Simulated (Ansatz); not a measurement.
**GaCo: further runs on the relaxed cell**

The task here is to estimate one member of a computed series from the others.

Program: Ansatz 0.2.0. Level of theory: DFT PBE and PBEsol (the runs whose input is shown use PBEsol), scalar-relativistic, plane waves, PAW. These are calculated values, not measurements.

## The system as given

The structure is cubic, space group Pm-3m (No. 221). The conventional cell has a = 2.882 Å, b = 2.882 Å, c = 2.882 Å, α = 90.00°, β = 90.00°, γ = 90.00°. Ga (site symmetry m-3m) has 8 Co at 2.50 Å as nearest neighbours. Co (site symmetry m-3m) is surrounded by 8 Ga at 2.50 Å.

Structure file:

```
CELL_PARAMETERS angstrom
2.88176 0.00000 0.00000
0.00000 2.88176 0.00000
0.00000 0.00000 2.88176
ATOMIC_POSITIONS crystal
Ga 0.50000 0.50000 0.50000
Co 0.00000 0.00000 0.00000
```

It is the result of an earlier relaxation at this level (volume 11.97 Å³/atom; gap on the mesh: none (metal), site moments up to 0.1 μB).

The first run:

The input, input.yaml:

```yaml
crystal:
  lattice:
    - [2.881764355, 0.0, 0.0]
    - [0.0, 2.881764355, 0.0]
    - [0.0, 0.0, 2.881764355]
  atoms:
    - { symbol: Ga, position: [0.5, 0.5, 0.5], spin: -0.01 }
    - { symbol: Co, position: [0.0, 0.0, 0.0], spin: 0.18 }
basis:
  ecutwfc: 420
kpoints:
  mp_grid: { grid: [14, 14, 14] }
hamiltonian:
  xc: pbesol
scf:
  occupations: { method: gaussian, width: 0.1 }
output:
  forces: true
  stress: true
  eigenvalues: true
  populations: true
magnetization:
  spin_polarized: true
relax:
  adjacent_minimum: "off"
  f_tol: 0.005
  max_steps: 50
  cell: { stress_tol: 0.05 }
```

Started as:

```sh
ansatz run input.yaml --threads 1 --pin off --max-ram 2560MiB --backend cpu --events-out ev --progress --plain --runs-dir out
```

Steps of the session up to this table: The cell under PBEsol; Relaxing with LDA; Relaxing with PBE+D3(BJ).

One of the session's tables, all rows but one given; the rest of the session is left out.

It belongs to the step «One structure, several functionals». 

| functional | a (Å) | b (Å) | c (Å) | volume (Å³/atom) |
| --- | --- | --- | --- | --- |
| PBE | 2.882 | 2.882 | 2.882 | 11.97 |
| PBEsol | 2.840 | 2.840 | 2.840 | 11.45 |
| LDA | 2.810 | 2.810 | 2.810 | 11.09 |
| PBE+D3(BJ) | ? | ? | ? | ? |

Estimate the missing values for PBE+D3(BJ).

As computed: a (Å): 2.850; b (Å): 2.850; c (Å): 2.850; volume (Å³/atom): 11.57. In the column «a (Å)» it lies between PBEsol (2.840) and PBE (2.882).

To keep in mind: Warnings in the runs' records: seeded moment not kept.
